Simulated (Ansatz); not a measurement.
**AlBHSeCl: an energy map over bond length Cl1–Al2 and bond length Al2–B3**

Program: Ansatz 0.2.0. Level of theory: RKS PBE0-D4/def2-SVP. These are calculated values, not measurements.

### 1 The starting structure

5 atoms, charge 0, spin multiplicity 1.

Atoms are counted from 1 here; the program's logs count them from 0.

Bond lengths: Cl1–Al2 2.118 Å, Al2–B3 2.095 Å, Al2–H5 1.589 Å, B3–Se4 1.755 Å. Angles: Cl1–Al2–B3 117.1°, Cl1–Al2–H5 117.7°, B3–Al2–H5 125.2°, Al2–B3–Se4 179.8°.

As a file:

```
Cl   -1.5270    1.1654    1.6132
Al    0.0208    0.7918    0.2161
B     0.2004   -1.1657   -0.5095
Se    0.3562   -2.8035   -1.1204
H     0.9495    2.0120   -0.1993
```

This geometry comes from a loose relaxation at PBE in a small basis, which is not shown.

### 3 Plan of the scan

- bond length Cl1–Al2: 13 values from 1.851 to 2.629 Å
- bond length Al2–B3: 13 values from 1.760 to 2.724 Å

Nothing else is relaxed (all other coordinates rigid). Energies count from the relaxed molecule at the same level.

(The set-up runs are not shown.)

### 4 Point bond length Cl1–Al2 = 2.046 Å, bond length Al2–B3 = 2.242 Å

The input, input.yaml:

```yaml
crystal:
  periodic: [false, false, false]
  atoms:
    - { symbol: Cl, position_ang: [-1.518752, 1.160504, 1.605136] }
    - { symbol: Al, position_ang: [-0.023314, 0.802797, 0.255385] }
    - { symbol: B, position_ang: [0.171138, -1.291154, -0.521867] }
    - { symbol: Se, position_ang: [0.325819, -2.914274, -1.127678] }
    - { symbol: H, position_ang: [0.90255, 2.008962, -0.160853] }
basis:
  gaussian: { orbitals: def2-SVP }
hamiltonian:
  xc: pbe0
  dispersion: d4
output:
  forces: true
```

Launch:

```
$ ansatz run input.yaml --threads 1 --pin off --max-ram 2560MiB --backend cpu --events-out ev --progress --plain --runs-dir out
```

What time and memory should one allow on 1 thread of Arm Neoverse V1, shared host?

About 3.6 s, with a peak of 0.17 GiB.
